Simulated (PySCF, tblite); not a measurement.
**C₇H₁₃NP+: geometry, infrared bands and NMR shifts**

What infrared bands and NMR shifts should C₇H₁₃NP+ (`C=C[P@@H+](CC#N)CCC`) show?

The runs use tblite 0.8.0 and PySCF 2.14.0, with density-fitted response routines of our own; the level of theory stands in each step. All values are computed, except where a source is named. Atoms count from 0, in the outputs and in this text.

### 1 The molecule as given

22 atoms, charge 1, multiplicity 1; geometry from: force field or distance geometry start.

Bonds of the start (Å): C0–C1 1.31, C1–P2 1.78, P2–C3 1.80, C3–C4 1.47, C4–N5 1.14, P2–C6 1.79, C6–C7 1.52, C7–C8 1.51, C0–H9 1.07, C0–H10 1.11, C1–H11 1.11, P2–H12 1.40, C3–H13 1.12, C3–H14 1.12, C6–H15 1.12, C6–H16 1.11, C7–H17 1.12, C7–H18 1.11, C8–H19 1.12, C8–H20 1.12, C8–H21 1.11.

### 2 Relaxing the molecule with GFN2-xTB

The job: settings as JSON, then the geometry in Å.

```
{"job": {"kind": "relax", "xc": "GFN2-xTB", "basis": "xTB"}, "charge": 1, "multiplicity": 1}
C     -3.084800    -1.592400     0.165900
C     -1.994200    -1.051000     0.650800
P     -0.725500    -0.263100    -0.323600
C     -1.250300     1.281200    -1.094700
C     -1.332700     2.321600    -0.064800
N     -1.398000     3.158000     0.704500
C      0.784500     0.040300     0.593000
C      1.941100    -0.287000    -0.338800
C      3.221300    -0.048500     0.426300
H     -3.315700    -1.579600    -0.881000
H     -3.820100    -2.064800     0.851700
H     -1.817500    -1.096300     1.744600
H     -0.433300    -1.169300    -1.354700
H     -2.257900     1.180100    -1.571700
H     -0.586700     1.592700    -1.940700
H      0.837400     1.133900     0.843300
H      0.849000    -0.512700     1.555700
H      1.856800     0.358300    -1.252000
H      1.927000    -1.343200    -0.673600
H      4.046400    -0.684000     0.025100
H      3.494900     1.037400     0.470200
H      3.048000    -0.392400     1.463800
```

Launch:

```bash
$ OMP_NUM_THREADS=1 python probes_run.py task.json out
```

This one command runs all jobs of the session in turn.

**Question.** This job is followed by: GFN2-xTB harmonic vibrations, gas phase; GIAO PBE0/pcSseg-1 NMR shielding, non-relativistic, gas phase. What will the session give for the following? strongest single infrared mode (GFN2-xTB); zero-point energy (GFN2-xTB); 13C shifts against TMS (PBE0/pcSseg-1); 1H shifts against TMS (PBE0/pcSseg-1, means over atoms taken as alike); 31P shifts against H3PO4 (PBE0/pcSseg-1); 15N shifts against NH3 (PBE0/pcSseg-1).

The runs gave:

| quantity | value |
| --- | --- |
| strongest single infrared mode (GFN2-xTB) | 2414 cm⁻¹, 143 km/mol |
| zero-point energy (GFN2-xTB) | 112.3 kcal/mol |
| 13C shifts against TMS (PBE0/pcSseg-1) | 160.0, 118.4, 110.9, 27.0, 21.2, 17.5, 12.0 ppm |
| 1H shifts against TMS (PBE0/pcSseg-1, means over atoms taken as alike) | 7.58, 7.21, 6.79, 5.72, 3.48, 3.37, 3.10, 2.31, 1.79, 1.63, 1.48 ppm |
| 31P shifts against H3PO4 (PBE0/pcSseg-1) | -3.0 ppm |
| 15N shifts against NH3 (PBE0/pcSseg-1) | 328.9 ppm |

What this shows: The optimisation took 203 steps and gained 0.441 eV; among the close pairs (by a distance rule), C8–H20 changed most, from 1.121 to 1.087 Å. No mode is imaginary among the 60: a minimum at this level. The strongest single mode, at 2414 cm⁻¹, moves mainly C4 and N5. Unscaled tight-binding wavenumbers are off by several per cent, some by more. Its intensities can rank the bands wrongly. At PBE0/pcSseg-1: Shielding is most anisotropic at N5 (span 551 ppm, paramagnetic term -399 ppm).
